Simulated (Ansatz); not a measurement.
# CH₆AlClN₂: one species, many methods

One table from this session's results is given with a row withheld; the runs are named, their logs left out.

Program: Ansatz 0.2.0, Gaussian basis. Level of theory: functionals in def2-TZVPP, the program's frozen cores in correlated methods. These are calculated values, not measurements.

The runs, in order: LDA (SPW92), PBE-D4, revPBE-D4, BLYP-D4, r2SCAN-D4, B97M-V, PBE0-D4, B3LYP-D4, r2SCANh-D4, r2SCAN0-D4, HSE06-D4, BHLYP-D4, CAM-B3LYP-D4, LC-ωPBE, ωB97X-V, ωB97M-V, B2PLYP, PBE-QIDH; CCSD(T)/def2-SVP; CCSD(T)/def2-TZVPP; MP2/def2-QZVPP; extrapolation to the limit; RPA on PBE.

**The geometry**

An earlier PBE0-D4 in a triple-zeta def2 set relaxation fixed the geometry.

11 atoms, charge 0, spin multiplicity 1.

Atoms are counted from 1 here; the program's logs count them from 0.

Bond lengths: N1–C2 1.536 Å, N1–Al3 1.997 Å, N1–H6 1.011 Å, N1–H7 1.011 Å, C2–Al3 1.930 Å, C2–H8 1.088 Å, C2–H9 1.087 Å, Al3–N4 1.770 Å, Al3–Cl5 2.121 Å, N4–H10 1.006 Å, N4–H11 1.006 Å. Angles: C2–N1–Al3 64.7°, C2–N1–H6 113.3°, C2–N1–H7 113.8°, Al3–N1–H6 120.8°, Al3–N1–H7 125.9°, H6–N1–H7 109.2°, N1–C2–Al3 69.3°, N1–C2–H8 110.0°, N1–C2–H9 110.9°, Al3–C2–H8 122.4°, Al3–C2–H9 124.5°, H8–C2–H9 109.8°, N1–Al3–C2 46.0°, N1–Al3–N4 119.7°, N1–Al3–Cl5 106.3°, C2–Al3–N4 123.4°, C2–Al3–Cl5 118.6°, N4–Al3–Cl5 117.7° and more.

Set-up of the first run:

File in.yaml:

```yaml
crystal:
  periodic: [false, false, false]
  atoms:
    - {symbol: N, position_ang: [-1.004760, 0.453639, 0.754164]}
    - {symbol: C, position_ang: [-1.207133, -0.400988, -0.505922]}
    - {symbol: Al, position_ang: [0.584040, 0.314071, -0.447757]}
    - {symbol: N, position_ang: [1.992371, -0.626385, 0.066303]}
    - {symbol: Cl, position_ang: [0.924839, 2.262439, -1.213765]}
    - {symbol: H, position_ang: [-1.574133, 1.289031, 0.765678]}
    - {symbol: H, position_ang: [-1.141225, -0.053246, 1.617869]}
    - {symbol: H, position_ang: [-1.433690, -1.427619, -0.226193]}
    - {symbol: H, position_ang: [-2.009472, -0.000856, -1.120087]}
    - {symbol: H, position_ang: [2.024198, -1.629641, 0.128687]}
    - {symbol: H, position_ang: [2.910363, -0.237345, 0.201520]}
basis:
  gaussian: {orbitals: def2-TZVPP}
hamiltonian: {xc: lda}
output: {orbitals: {seedname: orbitals}}
```

The run is started by

```sh
ansatz run in.yaml --threads 4 --pin off --events-out ev --progress --plain --max-ram 10444MiB
```

Among the steps run: LDA; PBE-D4 (GGA); revPBE-D4 (GGA); BLYP-D4 (GGA); r2SCAN-D4 (meta-GGA); B97M-V (meta-GGA); B3LYP-D4 (hybrid); r2SCANh-D4 (hybrid); r2SCAN0-D4 (hybrid); HSE06-D4 (hybrid); BHLYP-D4 (hybrid); CAM-B3LYP-D4 (range-separated); LC-ωPBE (range-separated); ωB97X-V (range-separated); ωB97M-V (range-separated); B2PLYP (double hybrid); PBE-QIDH (double hybrid).

One of the session's tables, all rows but one given; the rest of the session is left out.

It belongs to the step «Orbital energies across the functionals». 

```
  functional  HOMO (eV)  LUMO (eV)  gap (eV)
 LDA (SPW92)      -5.49      -0.65      4.84
      PBE-D4      -5.34      -0.49      4.85
   revPBE-D4      -5.28      -0.41      4.87
     BLYP-D4      -5.23      -0.49      4.73
   r2SCAN-D4      -5.62       0.17      5.79
      B97M-V      -5.69      -0.27      5.42
     PBE0-D4      -6.71       0.34      7.05
    B3LYP-D4      -6.49       0.01      6.50
  r2SCANh-D4      -6.13       0.42      6.55
  r2SCAN0-D4          ?          ?         ?
    HSE06-D4      -6.31      -0.03      6.28
    BHLYP-D4      -8.00       0.98      8.98
CAM-B3LYP-D4      -8.14       1.12      9.27
     LC-ωPBE      -9.53       2.44     11.97
     ωB97X-V      -9.16       2.21     11.37
     ωB97M-V      -9.04       1.77     10.81
```

**Question.** Estimate the row for r2SCAN0-D4.

Worked estimate for «HOMO (eV)». Against the share of exact exchange, r2SCAN-D4 (0, -5.62), r2SCANh-D4 (0.1, -6.13) give a slope of -5.10 per unit share; at 0.25 the line stands at -6.89.

The run gave: HOMO (eV): -6.90; LUMO (eV): 0.77; gap (eV): 7.67. In «HOMO (eV)» the line misses by +0.01.
